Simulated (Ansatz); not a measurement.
**MnGa4 (Im-3m): projected density of states**

The task is a projected density of states, for MnGa4 (Im-3m).

Program: the Python package of Ansatz 0.2.0. Level of theory: DFT LDA, plane waves, PAW. These are calculated values, not measurements.

### 1 The system

It takes space group Im-3m (No. 229, cubic). The conventional cell has a = 5.544 Å, b = 5.544 Å, c = 5.544 Å, α = 90.00°, β = 90.00°, γ = 90.00°. Mn (site symmetry m-3m) has 8 Ga at 2.40 Å in its first shell of neighbours. Ga (site symmetry -3m) has 2 Mn at 2.40 Å in its first shell of neighbours.

No structure file is read: the coordinates are typed or built in the script.

### 2 The script

Contents of run_pdos.py:

```python
import ansatz
import numpy as np

xtal = (
    ansatz.Lattice.of([-2.771864, 2.771864, 2.771864], [2.771864, -2.771864, 2.771864], [2.771864, 2.771864, -2.771864])
    .atom("Mn", [0.0, 0.0, 0.0])
    .atom("Ga", [0.0, 0.0, 0.5])
    .atom("Ga", [0.0, 0.5, 0.0])
    .atom("Ga", [0.5, 0.0, 0.0])
    .atom("Ga", [0.5, 0.5, 0.5])
    .moments(Mn=5.2)
)

base = (
    xtal.calculation()
    .functional("lda")
    .basis(510)
    .kpoints(mesh=(6, 6, 6))
    .occupations("fermi_dirac", width=0.05)
    .spin("collinear")
    .scf(extra_bands=16)
    .density_of_states(projected=True, method="smearing", broadening_width=0.15, energy_step=0.1)
)
res = base.run()
r = res.report

dos = res.density_of_states()
energy = np.asarray(dos.energies_ev) - dos.fermi_ev
curves = {}
for site in res.projected_density_of_states().sites:
    for shell in site.shells:
        weight = sum(np.sum(curve.g_bin_mean_per_ev, axis=0) for curve in shell.curves)
        name = f"{site.species} {shell.label}"
        curves[name] = curves.get(name, 0) + weight

step = energy[1] - energy[0]
windows = [(-8, -4), (-4, 0), (0, 4)]
print("states by shell in windows of E - E_F (eV):", windows)
for name, g in curves.items():
    print(f"{name:8s}", " ".join(f"{step * g[(energy >= a) & (energy < b)].sum():8.3f}" for a, b in windows))
filled = (energy < 0) & (energy > -8)
for name, g in curves.items():
    if g[filled].sum() * step > 0.5:
        print(f"centre of {name}: {np.average(energy[filled], weights=g[filled]):.2f} eV")
```

### 3 The input behind the calls

The package turns the script's settings into the engine's input:

```yaml
crystal:
  lattice:
    - [-2.771864, 2.771864, 2.771864]
    - [2.771864, -2.771864, 2.771864]
    - [2.771864, 2.771864, -2.771864]
  atoms:
    - { symbol: Mn, position: [0.0, 0.0, 0.0] }
    - { symbol: Ga, position: [0.0, 0.0, 0.5] }
    - { symbol: Ga, position: [0.0, 0.5, 0.0] }
    - { symbol: Ga, position: [0.5, 0.0, 0.0] }
    - { symbol: Ga, position: [0.5, 0.5, 0.5] }
basis:
  ecutwfc: 510.0
kpoints:
  mp_grid:
    grid: [6, 6, 6]
hamiltonian:
  xc: lda
magnetization:
  spin_polarized: true
  per_species:
    Mn: 5.2
scf:
  n_extra_bands: 16
  occupations:
    method: fermi_dirac
    width: 0.05
output:
  dos:
    de: 0.1
    method:
      smearing:
        sigma: 0.15
    projected: true
```

### 4 Running it

Run with:

```
> python run_pdos.py
```

Without the output at hand: what should come out? Wanted: free energy; gap on the mesh; moment, net / absolute.

As calculated:

| quantity | value |
| --- | --- |
| free energy | -18670.1846 eV (-3734.0369 eV/atom) |
| gap on the mesh | none |
| moment, net / absolute | 0.36 / 0.50 μB per cell |

Filled and empty levels meet on the mesh: no gap at this level. Notes:
- The SCF didn't keep the moments it started from (some shrank, vanished or turned); what is printed is the state reached.
- For a metal this k-point mesh is coarse: on a finer one energies can move by several to tens of meV an atom and pressures by half a GPa or more, differences at one mesh by less.
- This cell is a computed structure, which may not be the phase found in nature.
- Curves are summed over the cell's atoms. Only shells that the potentials hold have channels, so projections don't add up to the total, least of all where a shell is missing (p of most metals); heights and places of peaks move with the mesh.
- The density of states is complete only as far up as bands were computed.
- A band centre counts only the states inside the window taken. The starting moments were not kept in at least one run, so it stands on a weaker or other magnetic state than the one typed.
